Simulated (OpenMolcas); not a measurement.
**One shape, several levels: CH3Cl2Si (SMILES [CH2][SiH](Cl)Cl)**

Aim: a comparison of 6 runs (UHF/3-21G, UHF/6-31G*, UBHLYP/6-31G*, UM06-2X/6-31G*, UPBE0/6-31G*, ROMP2/6-31G*) of CH3Cl2Si. 

The results are computed with OpenMolcas 26.06.

1 further run of the same task is left out (set aside as unsound or not needed).

## Step 1: Starting point

CH3Cl2Si has 7 atoms, charge 0, and is taken as a doublet. SMILES: `[CH2][SiH](Cl)Cl`. The coordinates come from a PBE0-D4/def2-TZVP relaxation. This is one conformer, not always the lowest.

Bond lengths: C1–Si2 1.823 Å, Si2–Cl3 2.049 Å, Si2–Cl4 2.049 Å, C1–H5 1.085 Å, C1–H6 1.085 Å, Si2–H7 1.475 Å. Angles: C1–Si2–Cl3 110.0°, C1–Si2–Cl4 110.0°, Cl3–Si2–Cl4 107.9°, C1–Si2–H7 112.5°, Cl3–Si2–H7 108.1°, Cl4–Si2–H7 108.2°, Si2–C1–H5 122.1°, Si2–C1–H6 122.1°, H5–C1–H6 115.8°.

## Step 2: Energy and forces at UHF/3-21G (run 1)

The input, job.inp:

```
* CH3Cl2Si Hartree-Fock
&gateway
baslib=$CurrDir
coord
7
angstrom
C       -0.692700       0.892600       0.197500
Si       0.466300      -0.499500      -0.003900
Cl       1.593800      -0.235400      -1.694300
Cl      -0.574000      -2.252500      -0.209200
H       -1.447700       1.127200      -0.545500
H       -0.668800       1.540600       1.067500
H        1.384500      -0.641000       1.142000
basis=3-21G
group=NoSym
&seward
&scf
uhf
spin=2
thresholds=1e-10 1e-07 1e-07 1e-05
prorbitals=0
&alaska
```

The basis set 3-21G is read from a file made from the Basis Set Exchange's data (not shown).

Started as:

```bash
$ export MOLCAS_MEM=1860
$ pymolcas job.inp > job.log
```

The program printed:

```text
--- Start Module: gateway ---
[...]
--- Stop Module: gateway /rc=_RC_ALL_IS_WELL_ ---
[...]
      Basis functions           54
[...]
--- Start Module: scf ---
[...]
       Convergence after  14 Iterations
[...]
::    Total SCF energy                              -1241.4321355603
[...]
      Total spin, S                                     0.5053938740
[...]
      Total electronic charge=   57.000000
      Total            charge=   -0.000000
[...]
      Dipole Moment (debye):
      Origin of the operator (angstrom)=    0.3511   -0.7811   -0.5545
                   X= -7.1353E-01               Y=  2.5070E+00               Z=  2.3612E+00           Total=  3.5170E+00
      Quadrupole Moment (debye*angstrom):
[...]
 *              Molecular gradients               *
 **************************************************
  Irreducible representation: a
 ------------------------------------------------------------------------------------------
                              X                       Y                       Z
 ------------------------------------------------------------------------------------------
  C1                1.62046152420858E-02   -1.95563132171692E-02   -2.96524043136603E-03
  SI2              -1.01350927329749E-02   -1.90696257336702E-02   -4.05493215280970E-02
  CL3              -2.60763765783416E-02   -6.66986204541242E-03    3.70184189800682E-02
  CL4               2.33038046017473E-02    3.92874917551325E-02    3.19440001271398E-03
  H5               -4.60054748696415E-03    1.62311911354185E-03   -4.27678202274784E-03
  H6               -2.55771329402132E-04    4.18867181534477E-03    5.08101906503189E-03
  H7                1.55936828382996E-03    1.96518312325034E-04    2.49750592440723E-03
 ------------------------------------------------------------------------------------------
[...]
```

Run time: 5.1 s. Hardware: 1 thread of Arm Neoverse N1, shared host; peak memory 0.39 GiB.

## Step 3: Energy and gradient at UHF/6-31G(d) (spherical functions) (run 2)

The input, input.xyz:

```xyz
7

C     -0.692700     0.892600     0.197500
Si     0.466300    -0.499500    -0.003900
Cl     1.593800    -0.235400    -1.694300
Cl    -0.574000    -2.252500    -0.209200
H     -1.447700     1.127200    -0.545500
H     -0.668800     1.540600     1.067500
H      1.384500    -0.641000     1.142000
```

The input, run.inp:

```
&GATEWAY
  BasLib=$CurrDir
  Coord=input.xyz
  Basis=6-31Gs
  Group=NoSym

&SEWARD

&SCF
  UHF
  Spin=2
  Thresholds=1e-10 1e-07 1e-07 1e-05
  PrOrbitals=1

&ALASKA
```

The basis set 6-31G* is read from a file made from the Basis Set Exchange's data (not shown).

Started as:

```bash
$ export MOLCAS_MEM=1860
$ pymolcas run.inp > run.log
```

The program printed:

```text
--- Start Module: gateway ---
[...]
--- Stop Module: gateway /rc=_RC_ALL_IS_WELL_ ---
[...]
      Basis functions           74
[...]
--- Start Module: scf ---
[...]
       Convergence after  17 Iterations
[...]
::    Total SCF energy                              -1247.5596276032
[...]
      Total spin, S                                     0.5049639988
[...]
      Total electronic charge=   57.000000
      Total            charge=   -0.000000
[...]
      Dipole Moment (debye):
      Origin of the operator (angstrom)=    0.3511   -0.7811   -0.5545
                   X= -6.9232E-01               Y=  1.9632E+00               Z=  1.6559E+00           Total=  2.6600E+00
      Quadrupole Moment (debye*angstrom):
[...]
 *              Molecular gradients               *
 **************************************************
  Irreducible representation: a
 ------------------------------------------------------------------------------------------
                              X                       Y                       Z
 ------------------------------------------------------------------------------------------
  C1                8.16482910243188E-03   -1.01015016445789E-02   -1.87310249576100E-03
  SI2              -7.32651437060294E-03    3.00336753446828E-03   -6.50154414036308E-03
  CL3              -2.84355301144856E-03   -4.38138343503702E-04    3.17340001543442E-03
  CL4               1.81804475725400E-03    3.88361148840133E-03   -1.19520424514130E-05
  H5               -3.99462876799861E-03    8.18745111376362E-04   -4.47548756285832E-03
  H6                4.16735672478408E-04    3.39012262058347E-03    4.97799661021503E-03
  H7                3.76508661793684E-03   -5.56206766715528E-04    4.71068961570076E-03
 ------------------------------------------------------------------------------------------
[...]
```

Wall time 14 s (1 thread of Arm Neoverse N1, shared host); peak memory 0.43 GiB.

## Step 4: Energy and forces at UBHLYP/6-31G(d) (spherical functions) (run 3)

The input, calc.input:

```
&GATEWAY
 BasLib
 $CurrDir
 Coord
 7
 angstrom
 C       -0.692700       0.892600       0.197500
 Si       0.466300      -0.499500      -0.003900
 Cl       1.593800      -0.235400      -1.694300
 Cl      -0.574000      -2.252500      -0.209200
 H       -1.447700       1.127200      -0.545500
 H       -0.668800       1.540600       1.067500
 H        1.384500      -0.641000       1.142000
 Basis
 6-31Gs
 Group
 NoSym

&SEWARD
 GridInput
 Grid=UltraFine
 End of Grid

&SCF
 UHF
 Spin
 2
 KSDFT
 HYB_GGA_XC_BHANDHLYP
 Thresholds
 1e-10 1e-07 1e-07 1e-05
 PrOrbitals
 1 1

&ALASKA
```

The basis set 6-31G* is read from a file made from the Basis Set Exchange's data (not shown).

Started as:

```bash
$ export MOLCAS_MEM=1860
$ pymolcas calc.input > calc.log
```

The program printed:

```text
--- Start Module: gateway ---
[...]
--- Stop Module: gateway /rc=_RC_ALL_IS_WELL_ ---
[...]
      Basis functions           74
[...]
--- Start Module: scf ---
[...]
       Convergence after  14 Iterations
[...]
::    Total KS-DFT energy                           -1249.7692936430
[...]
      Total spin, S                                     0.5021475862
[...]
      Total electronic charge=   57.000000
      Total            charge=   -0.000000
[...]
      Dipole Moment (debye):
      Origin of the operator (angstrom)=    0.3511   -0.7811   -0.5545
                   X= -7.1234E-01               Y=  1.8832E+00               Z=  1.5164E+00           Total=  2.5206E+00
      Quadrupole Moment (debye*angstrom):
[...]
 *              Molecular gradients               *
 **************************************************
  Irreducible representation: a
 ------------------------------------------------------------------------------------------
                              X                       Y                       Z
 ------------------------------------------------------------------------------------------
  C1                3.54548180758041E-03   -4.39546633364252E-03   -8.39422856929950E-04
  SI2              -3.20023168231298E-03   -6.93263280487244E-04   -5.57102527861630E-03
  CL3              -2.29728605967949E-03   -4.92365344809897E-04    2.65736812929518E-03
  CL4               1.62749358617376E-03    3.13698802275297E-03   -2.97125934141107E-05
  H5               -2.76496330846010E-03    5.37005222338127E-04   -3.13572136721207E-03
  H6                2.93929655267672E-04    2.34587990438140E-03    3.44577252406753E-03
  H7                2.79557600145042E-03   -4.38778190619882E-04    3.47274144278398E-03
 ------------------------------------------------------------------------------------------
[...]
```

Run time: 55 s. Hardware: 1 thread of Arm Neoverse N1, shared host; peak memory 0.43 GiB.

Runs 4 to 5 aren't shown in full; the table further down has their settings and results.

## Step 5: A single-point energy at ROMP2/6-31G(d) (spherical functions) (run 6)

The input, job.inp:

```
&GATEWAY
  BasLib=$CurrDir
  Coord
  7
  angstrom
  C       -0.692700       0.892600       0.197500
  Si       0.466300      -0.499500      -0.003900
  Cl       1.593800      -0.235400      -1.694300
  Cl      -0.574000      -2.252500      -0.209200
  H       -1.447700       1.127200      -0.545500
  H       -0.668800       1.540600       1.067500
  H        1.384500      -0.641000       1.142000
  Basis=6-31Gs
  Group=NoSym

&SEWARD

&SCF
  UHF
  Spin=2
  Thresholds=1e-10 1e-07 1e-07 1e-05
  PrOrbitals=1 2

&RASSCF
  FileOrb=$Project.UnaOrb
  Spin=2
  Nactel=1 0 0
  Inactive=28
  Ras2=1
  OutOrbitals=Canonical
  OrbListing=Nothing

&CASPT2
  IPEA=0.0
  Frozen=16
```

The basis set 6-31G* is read from a file made from the Basis Set Exchange's data (not shown).

Started as:

```bash
$ export MOLCAS_MEM=1860
$ pymolcas job.inp > job.log
```

The program printed:

```text
--- Start Module: gateway ---
[...]
--- Stop Module: gateway /rc=_RC_ALL_IS_WELL_ ---
[...]
      Basis functions           74
[...]
       Convergence after  17 Iterations
[...]
::    Total SCF energy                              -1247.5596276032
[...]
      Total spin, S                                     0.5049639988
[...]
--- Start Module: rasscf ---
[...]
      Number of active orbitals                  1
[...]
      Spin quantum number                      0.5
[...]
      Active orbitals                            1
[...]
      Number of CSFs                             1
[...]
      Number of root(s) required                 1
[...]
      Convergence after  7 iterations
[...]
      printout of CI-coefficients larger than  0.05 for root  1
      energy=   -1247.555840
      conf/sym  1     Coeff  Weight
             1  u   1.00000 1.00000
      Natural orbitals and occupation numbers for root  1
      sym 1:   1.000000
      ************************************************************************************************************************
      *                                                    Final results                                                     *
[...]
::    RASSCF root number  1 Total energy:  -1247.55583980
[...]
      Total electronic charge=   57.000000
      Total            charge=   -0.000000
[...]
      Dipole Moment (debye):
      Origin of the operator (angstrom)=    0.3511   -0.7811   -0.5545
                   X= -7.0591E-01               Y=  1.9806E+00               Z=  1.6599E+00           Total=  2.6788E+00
      Quadrupole Moment (debye*angstrom):
[...]
--- Stop Module: rasscf /rc=_RC_ALL_IS_WELL_ ---
[...]
--- Start Module: caspt2 ---
[...]
      E2 (Variational):          -0.4395277588
      Total energy:           -1247.9953675550
[...]
      Reference weight:           0.85730
[...]
::    CASPT2 Root  1     Total energy:  -1247.99536755
[...]
```

Wall time 12 s (1 thread of Arm Neoverse N1, shared host); peak memory 0.43 GiB.

## Step 6: Overview of the runs

```csv
run,level,integration grid,task,energy (Eh),dipole moment (D),HOMO energy (eV),LUMO energy (eV),wall time
1,UHF/3-21G,–,gradient,-1241.432136,3.52,-11.64,1.17,5.1 s
2,UHF/6-31G* (spherical functions),–,gradient,-1247.559628,2.66,-11.26,1.56,14 s
3,UBHLYP/6-31G* (spherical functions),UltraFine,gradient,-1249.769294,2.52,-8.84,-1.73,55 s
4,UM06-2X/6-31G* (spherical functions),UltraFine,energy,-1249.701754,2.54,-8.67,-1.91,64 s
5,UPBE0/6-31G* (spherical functions),UltraFine,gradient,-1249.315379,2.45,-7.67,-2.90,57 s
6,ROMP2/6-31G* (spherical functions),–,energy,-1247.995368,–,–,–,12 s
```

## Step 7: Summary of results

| quantity | value |
| --- | --- |
| run 6: total energy | -1247.99537 Eh |

What this shows: Over runs 1, 2, 3, 4, 5 the dipole moment (its size) runs from 2.45 D (UPBE0/6-31G*) to 3.52 D (UHF/3-21G). The two ends differ in method and basis. Totals of different functionals can't be ranked against each other. All runs together took 3.5 min, the longest 64 s.
